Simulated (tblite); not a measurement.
**AlBP2 at GFN2-xTB (tblite): moving one setting at a time**

Aim: start from a run with usual settings and see what each changed setting does to the results.

Computed with tblite 0.8.0 (GFN2-xTB (tblite), atoms fixed, no spin polarisation, unless a step's input says otherwise).

**1. The system as given**

It takes space group P-4m2 (No. 115, tetragonal). Conventional cell: a = 3.492 Å, b = 3.492 Å, c = 5.214 Å, α = 90.00°, β = 90.00°, γ = 90.00°. Around B (site symmetry -4m2) lie 4 P at 2.06 Å. P (site symmetry 2mm) has 2 B at 2.06 Å and 2 Al at 2.31 Å in its first shell of neighbours. Al (site symmetry -4m2) is surrounded by 4 P at 2.31 Å.

Structure file:

```cif
data_structure
_symmetry_space_group_name_H-M 'P-4m2'
_symmetry_Int_Tables_number 115
_cell_length_a 3.4921
_cell_length_b 3.4921
_cell_length_c 5.2136
_cell_angle_alpha 90.000
_cell_angle_beta 90.000
_cell_angle_gamma 90.000
_cell_volume 63.58
loop_
_atom_site_label
_atom_site_type_symbol
_atom_site_symmetry_multiplicity
_atom_site_Wyckoff_symbol
_atom_site_fract_x
_atom_site_fract_y
_atom_site_fract_z
_atom_site_occupancy
B1 B 1 a 0.00000 0.00000 0.00000 1
P1 P 2 g 0.00000 0.50000 0.20914 1
Al1 Al 1 c 0.50000 0.50000 0.50000 1
```

The structure type (ordered alloy on zincblende lattice) is imposed and need not be the compound's stable one.

**2. The reference run**

File run.py:

```python
import json
from ase import Atoms
from ase.build import make_supercell
from ase.units import Bohr, GPa, Hartree
from tblite.interface import Calculator

atoms = Atoms(['B', 'P', 'Al', 'P'],
              cell=[[3.49211108, 0.0, 0.0], [0.0, 3.49211108, 0.0], [0.0, 0.0, 5.21357541]],
              scaled_positions=[[0.0, 0.0, 0.0], [0.0, 0.5, 0.209136114], [0.5, 0.5, 0.5], [0.5, 0.0, 0.790863886]],
              pbc=True)
cluster = make_supercell(atoms, [[3, 0, 0], [0, 3, 0], [0, 0, 2]])
calc = Calculator('GFN2-xTB', cluster.numbers, cluster.positions / Bohr, lattice=cluster.cell[:] / Bohr, periodic=cluster.pbc)
calc.set('temperature', 0.02 / Hartree)
calc.set('max-iter', 150)
res = calc.singlepoint()
levels = res.get('orbital-energies') * Hartree
nv = round(res.get('orbital-occupations').sum() / 2)
cells = len(cluster) // len(atoms)
out = {'energy_per_cell': res.get('energy') * Hartree / cells, 'homo': levels[nv - 1], 'lumo': levels[nv],
       'stress': (-res.get('virial') * Hartree / cluster.get_volume() / GPa).tolist(), 'charges': res.get('charges')[:len(atoms)].tolist(), 'electrons': 2 * nv / cells}
json.dump(out, open('results.json', 'w'))
for key, value in out.items():
    print(key, value)
```

The run is started by

```sh
$ python run.py
```

What it wrote:

```text
------------------------------------------------------------
  cycle        total energy    energy error   density error
------------------------------------------------------------
      1     -128.0297046262  -1.2898838E+02   3.8198434E-01
      2     -124.7628411924   3.2668634E+00   3.9859600E-01
      3     -130.6331519495  -5.8703108E+00   2.1491213E-01
      4     -126.9809107613   3.6522412E+00   2.3752337E-01
      5     -132.6265315330  -5.6456208E+00   1.0068439E-01
      6     -132.0208465914   6.0568494E-01   7.4655802E-02
      7     -132.8586189982  -8.3777241E-01   1.5261429E-02
      8     -132.8133275747   4.5291423E-02   1.8694729E-02
      9     -132.8656933851  -5.2365810E-02   3.4817551E-03
     10     -132.8647181073   9.7527784E-04   3.5057694E-03
     11     -132.8651948627  -4.7675543E-04   2.5829822E-03
     12     -132.8659763527  -7.8148995E-04   3.2442522E-04
     13     -132.8659807213  -4.3685861E-06   2.2685424E-04
     14     -132.8659858164  -5.0951629E-06   4.0649405E-05
     15     -132.8659858845  -6.8116321E-08   3.2431481E-05
     16     -132.8659859118  -2.7225269E-08   2.0658526E-05
     17     -132.8659859391  -2.7283875E-08   1.2914640E-05
------------------------------------------------------------

 total:                                   7.258 sec
energy_per_cell -200.85931293865514
homo -9.281033726637274
lumo -7.841821612832996
stress [[2.841026957473313, -4.5105861950512676e-07, 6.227817129432608e-07], [-4.5105861952009854e-07, 2.841031766938604, -2.4682109722266595e-07], [6.227817121734416e-07, -2.468210974179331e-07, 6.281798440158943]]
charges [0.296909034638966, -0.30274259312774887, 0.308574263849013, -0.3027360497936786]
electrons 16.0
```

Run time: 8 s. Hardware: 1 thread of Arm Neoverse V1, shared host; peak memory 0.13 GiB.

Gap 1.44 eV; pressure 4.0 GPa. The 72 atoms of the cluster fold only a few k-points onto the zone centre, so gap and energy may not be converged in the cluster's size.

**3. Change: accuracy = 0.01**

Changes to run.py since step 2:

```diff
@@ -14,2 +14,3 @@
 calc.set('max-iter', 150)
+calc.set('accuracy', 0.01)
 res = calc.singlepoint()
```

The run is started by

```sh
$ python run.py
```

What it wrote:

```text
------------------------------------------------------------
  cycle        total energy    energy error   density error
------------------------------------------------------------
      1     -128.0297046262  -1.2898838E+02   3.8198434E-01
      2     -124.7628411924   3.2668634E+00   3.9859600E-01
      3     -130.6331519495  -5.8703108E+00   2.1491213E-01
      4     -126.9809107613   3.6522412E+00   2.3752337E-01
      5     -132.6265315330  -5.6456208E+00   1.0068439E-01
      6     -132.0208465914   6.0568494E-01   7.4655802E-02
      7     -132.8586189982  -8.3777241E-01   1.5261429E-02
      8     -132.8133275747   4.5291423E-02   1.8694729E-02
      9     -132.8656933851  -5.2365810E-02   3.4817551E-03
     10     -132.8647181073   9.7527784E-04   3.5057694E-03
     11     -132.8651948627  -4.7675543E-04   2.5829822E-03
     12     -132.8659763527  -7.8148995E-04   3.2442522E-04
     13     -132.8659807213  -4.3685861E-06   2.2685424E-04
     14     -132.8659858164  -5.0951629E-06   4.0649405E-05
     15     -132.8659858845  -6.8116321E-08   3.2431481E-05
     16     -132.8659859118  -2.7225269E-08   2.0658526E-05
     17     -132.8659859391  -2.7283875E-08   1.2914640E-05
     18     -132.8659859567  -1.7633994E-08   2.6347576E-06
     19     -132.8659859576  -8.8252250E-10   6.9888923E-08
------------------------------------------------------------

 total:                                   7.427 sec
energy_per_cell -200.8593129666473
homo -9.280997702727246
lumo -7.841826561428565
stress [[2.841338377076888, -4.5075760706173356e-07, 6.231556894194347e-07], [-4.507576071380098e-07, 2.8413432979052167, -2.4706131220382666e-07], [6.231556888978868e-07, -2.4706131210255116e-07, 6.2821484852354645]]
charges [0.2968635098668402, -0.3027032712908444, 0.30853509666311374, -0.3026967472109453]
electrons 16.0
```

Wall time 8.1 s (1 thread of Arm Neoverse V1, shared host); peak memory 0.13 GiB.

Against the reference run the gap moves by 0.00 eV and the energy by 0.0 meV/atom.

**4. Change: temperature = 0.001**

Changes to run.py since step 3:

```diff
@@ -12,5 +12,4 @@
 calc = Calculator('GFN2-xTB', cluster.numbers, cluster.positions / Bohr, lattice=cluster.cell[:] / Bohr, periodic=cluster.pbc)
-calc.set('temperature', 0.02 / Hartree)
+calc.set('temperature', 0.001 / Hartree)
 calc.set('max-iter', 150)
-calc.set('accuracy', 0.01)
 res = calc.singlepoint()
```

The run is started by

```sh
$ python run.py
```

What it wrote:

```text
------------------------------------------------------------
  cycle        total energy    energy error   density error
------------------------------------------------------------
      1     -128.0297046262  -1.2898838E+02   3.8198434E-01
      2     -124.7628411924   3.2668634E+00   3.9859600E-01
      3     -130.6331519495  -5.8703108E+00   2.1491213E-01
      4     -126.9809107612   3.6522412E+00   2.3752337E-01
      5     -132.6265315330  -5.6456208E+00   1.0068439E-01
      6     -132.0208465914   6.0568494E-01   7.4655802E-02
      7     -132.8586189982  -8.3777241E-01   1.5261429E-02
      8     -132.8133275747   4.5291423E-02   1.8694729E-02
      9     -132.8656933851  -5.2365810E-02   3.4817551E-03
     10     -132.8647181073   9.7527784E-04   3.5057694E-03
     11     -132.8651948627  -4.7675543E-04   2.5829822E-03
     12     -132.8659763527  -7.8148995E-04   3.2442522E-04
     13     -132.8659807213  -4.3685862E-06   2.2685424E-04
     14     -132.8659858164  -5.0951628E-06   4.0649405E-05
     15     -132.8659858845  -6.8116378E-08   3.2431481E-05
     16     -132.8659859118  -2.7225354E-08   2.0658526E-05
     17     -132.8659859391  -2.7283761E-08   1.2914640E-05
------------------------------------------------------------

 total:                                   7.188 sec
energy_per_cell -200.85931293865508
homo -9.2810337266373
lumo -7.841821612832992
stress [[2.8410269574730913, -4.510586217463727e-07, 6.227817132113078e-07], [-4.5105862173508366e-07, 2.8410317669383023, -2.4682109830052485e-07], [6.227817127048477e-07, -2.4682109774429944e-07, 6.281798440158629]]
charges [0.2969090346389798, -0.3027425931277949, 0.30857426384905273, -0.3027360497937177]
electrons 16.0
```

Wall time 7.8 s (1 thread of Arm Neoverse V1, shared host); peak memory 0.13 GiB.

Against the reference run the gap moves by 0.00 eV and the energy by 0.0 meV/atom.

**5. Change: accuracy = 10.0**

Changes to run.py since step 4:

```diff
@@ -12,4 +12,5 @@
 calc = Calculator('GFN2-xTB', cluster.numbers, cluster.positions / Bohr, lattice=cluster.cell[:] / Bohr, periodic=cluster.pbc)
-calc.set('temperature', 0.001 / Hartree)
+calc.set('temperature', 0.02 / Hartree)
 calc.set('max-iter', 150)
+calc.set('accuracy', 10.0)
 res = calc.singlepoint()
```

The run is started by

```sh
$ python run.py
```

What it wrote:

```text
------------------------------------------------------------
  cycle        total energy    energy error   density error
------------------------------------------------------------
      1     -128.0296981031  -1.2898837E+02   3.8198377E-01
      2     -124.7628370649   3.2668610E+00   3.9859543E-01
      3     -130.6331447196  -5.8703077E+00   2.1491269E-01
      4     -126.9809613093   3.6521834E+00   2.3752258E-01
      5     -132.6265307533  -5.6455694E+00   1.0068580E-01
      6     -132.0207949385   6.0573581E-01   7.4657381E-02
      7     -132.8586168961  -8.3782196E-01   1.5261382E-02
      8     -132.8133258148   4.5291081E-02   1.8694666E-02
      9     -132.8656912412  -5.2365426E-02   3.4817926E-03
     10     -132.8647160096   9.7523160E-04   3.5057169E-03
     11     -132.8651927328  -4.7672328E-04   2.5829678E-03
     12     -132.8659742026  -7.8146975E-04   3.2442196E-04
     13     -132.8659785709  -4.3682985E-06   2.2685410E-04
     14     -132.8659836659  -5.0950416E-06   4.0649494E-05
------------------------------------------------------------

 total:                                   6.431 sec
energy_per_cell -200.859309502278
homo -9.280858676355667
lumo -7.841749119050709
stress [[2.8418133179582457, -4.4997648786887123e-07, 6.202757063476002e-07], [-4.4997648808208075e-07, 2.841817929084617, -2.4368836123396635e-07], [6.202757055131417e-07, -2.436883612117732e-07, 6.282497868369125]]
charges [0.29674186825772964, -0.30260267836338495, 0.30845948587856475, -0.3025959178438378]
electrons 16.0
```

It took 7.1 s on 1 thread of Arm Neoverse V1, shared host; peak memory 0.13 GiB.

Against the reference run the gap moves by 0.00 eV and the energy by 0.0 meV/atom.

**6. Change: charge = 2.0**

Changes to run.py since step 5:

```diff
@@ -11,6 +11,5 @@
 cluster = make_supercell(atoms, [[3, 0, 0], [0, 3, 0], [0, 0, 2]])
-calc = Calculator('GFN2-xTB', cluster.numbers, cluster.positions / Bohr, lattice=cluster.cell[:] / Bohr, periodic=cluster.pbc)
+calc = Calculator('GFN2-xTB', cluster.numbers, cluster.positions / Bohr, lattice=cluster.cell[:] / Bohr, charge=2.0, periodic=cluster.pbc)
 calc.set('temperature', 0.02 / Hartree)
 calc.set('max-iter', 150)
-calc.set('accuracy', 10.0)
 res = calc.singlepoint()
```

The run is started by

```sh
$ python run.py
```

What it wrote:

```text
------------------------------------------------------------
  cycle        total energy    energy error   density error
------------------------------------------------------------
      1     -126.2700156772  -1.2722869E+02   3.7413862E-01
      2     -121.0392305238   5.2307852E+00   4.2324790E-01
      3     -130.5454800206  -9.5062495E+00   2.1441766E-01
      4     -126.3579154051   4.1875646E+00   2.3771607E-01
      5     -131.8896561409  -5.5317407E+00   9.5815287E-02
      6     -131.2614332795   6.2822286E-01   7.8034024E-02
      7     -132.0862888721  -8.2485559E-01   2.7073392E-02
      8     -132.0994910191  -1.3202147E-02   1.6930991E-02
      9     -132.1383839492  -3.8892930E-02   7.5472654E-03
     10     -132.1402256264  -1.8416772E-03   3.9021915E-03
     11     -132.1403387288  -1.1310246E-04   2.3599356E-03
     12     -132.1405956838  -2.5695492E-04   1.6808825E-03
     13     -132.1409702802  -3.7459648E-04   2.0610787E-04
     14     -132.1409707964  -5.1612531E-07   1.3564334E-04
     15     -132.1409728584  -2.0619977E-06   4.9174002E-05
     16     -132.1409722433   6.1501379E-07   7.9408371E-05
     17     -132.1409726859  -4.4253426E-07   5.0847710E-05
     18     -132.1409729960  -3.1014832E-07   1.0860972E-05
------------------------------------------------------------

 total:                                   7.373 sec
energy_per_cell -199.76327921280642
homo -10.50430388535086
lumo -10.504301893348996
stress [[2.016564646183747, -3.189338109549066e-07, 6.172102949396659e-07], [-3.1893381092821265e-07, 2.016534218774019, 1.1567994135794885e-09], [6.172102942678913e-07, 1.1567996437794958e-09, 5.974409278858281]]
charges [0.32872339907196646, -0.28764708267305883, 0.3576771030821775, -0.2876364077585617]
electrons 15.88888888888889
```

Wall time 8 s (1 thread of Arm Neoverse V1, shared host); peak memory 0.13 GiB.

A charged periodic cell is another system, so nothing is compared.

**7. Change: cluster = 1x1x1**

Changes to run.py since step 6:

```diff
@@ -10,4 +10,4 @@
               pbc=True)
-cluster = make_supercell(atoms, [[3, 0, 0], [0, 3, 0], [0, 0, 2]])
-calc = Calculator('GFN2-xTB', cluster.numbers, cluster.positions / Bohr, lattice=cluster.cell[:] / Bohr, charge=2.0, periodic=cluster.pbc)
+cluster = make_supercell(atoms, [[1, 0, 0], [0, 1, 0], [0, 0, 1]])
+calc = Calculator('GFN2-xTB', cluster.numbers, cluster.positions / Bohr, lattice=cluster.cell[:] / Bohr, periodic=cluster.pbc)
 calc.set('temperature', 0.02 / Hartree)
```

The run is started by

```sh
$ python run.py
```

What it wrote:

```text
------------------------------------------------------------
  cycle        total energy    energy error   density error
------------------------------------------------------------
      1     -6.631855984405  -6.6851156E+00   5.8270119E-01
      2     -6.020878523491   6.1097746E-01   7.1395910E-01
      3     -7.012464051683  -9.9158553E-01   4.5976579E-01
      4     -5.751157070837   1.2613070E+00   6.0830817E-01
      5     -6.804162537742  -1.0530055E+00   3.2049964E-01
      6     -6.943483157608  -1.3932062E-01   2.6788703E-01
      7     -6.496633226512   4.4684993E-01   3.2993419E-01
      8     -7.036265015148  -5.3963179E-01   1.0429316E-01
      9     -7.057055798230  -2.0790783E-02   2.3892567E-02
     10     -7.055935304176   1.1204941E-03   1.5559573E-02
     11     -7.057470046047  -1.5347419E-03   4.2040285E-03
     12     -7.057465884759   4.1612880E-06   1.8324774E-03
     13     -7.057471868804  -5.9840446E-06   5.8967282E-04
     14     -7.057471967962  -9.9158816E-08   2.0379787E-04
     15     -7.057471986145  -1.8182336E-08   9.2537768E-05
     16     -7.057471992818  -6.6730177E-09   9.1166627E-06
------------------------------------------------------------

 total:                                   0.407 sec
energy_per_cell -192.0435947527254
homo -9.343240286374417
lumo -8.065686754799712
stress [[29.012843176556245, -3.62562622302393e-06, 3.709260395253452e-06], [-3.625626222973873e-06, 29.01287850034008, -9.31550014860796e-07], [3.7092603956118587e-06, -9.315500151764122e-07, 18.061278137726642]]
charges [0.319848252249318, -0.3793860267289685, 0.438912301419633, -0.3793745269399539]
electrons 16.0
```

Wall time 1.1 s (1 thread of Arm Neoverse V1, shared host); peak memory 0.083 GiB.

Against the reference run the gap moves by -0.16 eV and the energy by +2203.9 meV/atom. One cell at the zone centre alone can't describe the crystal.

**8. What moved**

| change | ends | gap (eV) | energy (meV/atom) | pressure (GPa) | time |
| --- | --- | --- | --- | --- | --- |
| none | converged | 1.44 | 0 | 4.0 | 8 s |
| accuracy = 0.01 | converged | 0.00 | 0.0 | 0.0 | 8.1 s |
| temperature = 0.001 | converged | 0.00 | 0.0 | 0.0 | 7.8 s |
| accuracy = 10.0 | converged | 0.00 | 0.0 | 0.0 | 7.1 s |
| charge = 2.0 | converged | – | – | – | 8 s |
| cluster = 1x1x1 | converged | -0.16 | +2203.9 | +21.4 | 1.1 s |

The first row holds values, the others changes from it. Keys are the program's: temperature in eV (tblite) or K (CP2K), cutoffs in Ry, CUTOFP in Å. Among the numerical settings, cluster = 1x1x1 moves the energy most (+2203.9 meV/atom). The runs test settings. The reference's gap and pressure are those of this cheap level and cell, not checked here against a higher level, and such methods can miss a gap or a metal outright.
